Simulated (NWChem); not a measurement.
**BH2Br (SMILES BBr) at PBE/def2-TZVP**

Aim: the electronic atomisation energy of BH2Br at PBE/def2-TZVP, from 4 runs. 

Program for the calculation: NWChem 7.3.0.

## (1) The structure to begin with

BH2Br: 4 atoms, total charge 0, spin state singlet. As SMILES, `BBr`. The shape is that of a PBE0-D4/def2-TZVP optimisation.

Bond lengths: B1–Br2 1.891 Å, B1–H3 1.188 Å, B1–H4 1.188 Å. Angles: Br2–B1–H3 117.8°, Br2–B1–H4 117.8°, H3–B1–H4 124.3°.

## (2) The energy at PBE/def2-TZVP (run 1)

geom.nw reads:

```
start geom
memory 2200 mb

geometry noautosym nocenter noautoz
  B       -0.153900       0.025000      -0.096900
  Br       1.470100      -0.363400       0.790800
  H       -1.111200      -0.617300       0.191700
  H       -0.149500       0.895400      -0.905900
end

basis spherical bse
  * library def2-TZVP
end

dft
  xc xpbe96 cpbe96
  grid fine
  convergence energy 1e-08
  maxiter 100
  mulliken
  noprint "final vectors analysis"
end

task dft energy
```

Command:

```console
$ nwchem geom.nw > geom.out
```

The log of the run:

```text
[...]
          Wavefunction type:  closed shell.
          No. of atoms     :     4
          No. of electrons :    42
[...]
          Charge           :     0
          Spin multiplicity:     1
[...]
          AO basis - number of functions:    91
[...]
              XC Information
              --------------
          PerdewBurkeErnzerhof Exchange Functional  1.000
            Perdew 1991 LDA Correlation Functional  1.000 local
           PerdewBurkeErnz. Correlation Functional  1.000 non-local
[...]
 d= 0,ls=0.0,diis     1  -2599.7444080814 -2.67D+03  7.75D-03  7.79D-01     2.4
[...]
 d= 0,ls=0.0,diis    10  -2599.7854914932 -9.19D-09  1.85D-07  8.26D-10    15.7
         Total DFT energy =    -2599.785491493250
      One electron energy =    -3750.129972242594
           Coulomb energy =     1178.399984391811
    Exchange-Corr. energy =      -95.644835068071
 Nuclear repulsion energy =       67.589331425604
[...]
      Total Density - Mulliken Population Analysis
     ---------------------------------------------
    Atom       Charge   Shell Charges
 -----------   ------   -------------------------------------------------------
    1 B    5     5.01   0.91  1.05  0.56  0.53  0.06  0.94  0.74  0.12  0.03  0.06  0.01
    2 Br  35    35.06   2.00  2.01  1.16  0.78  1.08  0.90  6.00  5.92  1.37  2.64  1.16  8.94  1.01  0.05  0.04  0.00
    3 H    1     0.96   0.26  0.50  0.19  0.01
    4 H    1     0.96   0.26  0.50  0.19  0.01
[...]
```

Wall time 17 s (1 thread of AMD EPYC 9R14 (Zen 4), shared host); peak memory 0.11 GiB.

## (3) The B atom at the same level (run 2)

input.xyz reads:

```xyz
1

B      0.000000     0.000000     0.000000
```

input.nw reads:

```
START input
memory stack 880 mb heap 220 mb global 1100 mb
GEOMETRY noautosym nocenter noautoz
  load format xyz input.xyz
END
BASIS spherical bse
  B library def2-TZVP
END
DFT
  xc xpbe96 cpbe96
  mult 2
  grid fine
  convergence energy 1e-08
  iterations 100
  mulliken
  noprint "final vectors analysis"
END
TASK dft
```

Run the same way, it converges to -24.61008 Eh (log not shown).

## (4) The Br atom (run 3)

run.nw reads:

```
start run
title "Br"
memory total 2200 mb

geometry units angstroms noautosym nocenter noautoz
  Br     0.000000     0.000000     0.000000
end

basis spherical bse
  * library def2-TZVP
end

dft
  xc xpbe96 cpbe96
  mult 2
  grid fine
  convergence energy 1e-08
  iterations 100
  mulliken
  print low
end

task dft energy
```

Run the same way, it converges to -2573.72072 Eh (log not shown).

## (5) The H atom, same level (run 4)

test.nw reads:

```
start test
title "H PBE"
memory stack 880 mb heap 220 mb global 1100 mb
geometry units bohr noautosym nocenter noautoz
 H    0.00000000   0.00000000   0.00000000
end
basis "ao basis" spherical bse
 * library def2-TZVP
end
dft
 xc xpbe96 cpbe96
 mult 2
 grid fine
 convergence energy 1e-08
 iterations 100
 mulliken
 print low
end
task dft
```

Command:

```console
$ nwchem test.nw > test.out
```

The log of the run:

```text
[...]
 d= 0,ls=0.0,diis     1     -0.4991946086 -4.99D-01  9.56D-03  1.19D-03     0.1
[...]
 d= 0,ls=0.0,diis     5     -0.4996156620 -4.75D-14  1.55D-11  2.63D-20     0.1
[...]
         Total DFT energy =       -0.499615662023
      One electron energy =       -0.499363463022
           Coulomb energy =        0.308291147762
    Exchange-Corr. energy =       -0.308543346763
 Nuclear repulsion energy =        0.000000000000
[...]
      Total Density - Mulliken Population Analysis
     ---------------------------------------------
    Atom       Charge   Shell Charges
 -----------   ------   -------------------------------------------------------
    1 H    1     1.00   0.18  0.45  0.37  0.00
     --------------------------------------------
      Spin Density - Mulliken Population Analysis
     --------------------------------------------
    Atom       Charge   Shell Charges
 -----------   ------   -------------------------------------------------------
    1 H    1     1.00   0.18  0.45  0.37  0.00
[...]
      <S2> =      0.7500 (Exact =     0.7500)
[...]
```

Run time: 0.78 s. Hardware: 1 thread of AMD EPYC 9R14 (Zen 4), shared host; peak memory 0.1 GiB.

## (6) All runs side by side

| run | level | partner | energy (Eh) | wall time |
| --- | --- | --- | --- | --- |
| 1 | PBE/def2-TZVP | base | -2599.785491 | 17 s |
| 2 | UPBE/def2-TZVP | atoms | -24.610082 | 1.1 s |
| 3 | UPBE/def2-TZVP | atoms | -2573.720720 | 8.4 s |
| 4 | UPBE/def2-TZVP | atoms | -0.499616 | 0.78 s |

## (7) What came out

At PBE/def2-TZVP:

| quantity | value |
| --- | --- |
| H atom: total energy | -0.49962 Eh |
| H atom: ⟨S²⟩ | 0.750 |
| electronic atomisation energy | 12.394 eV |

In words: Taking the molecule apart into free atoms costs 12.39 eV (286 kcal/mol), before zero-point energy and without spin-orbit coupling. All runs together took 27 s, the longest 17 s.
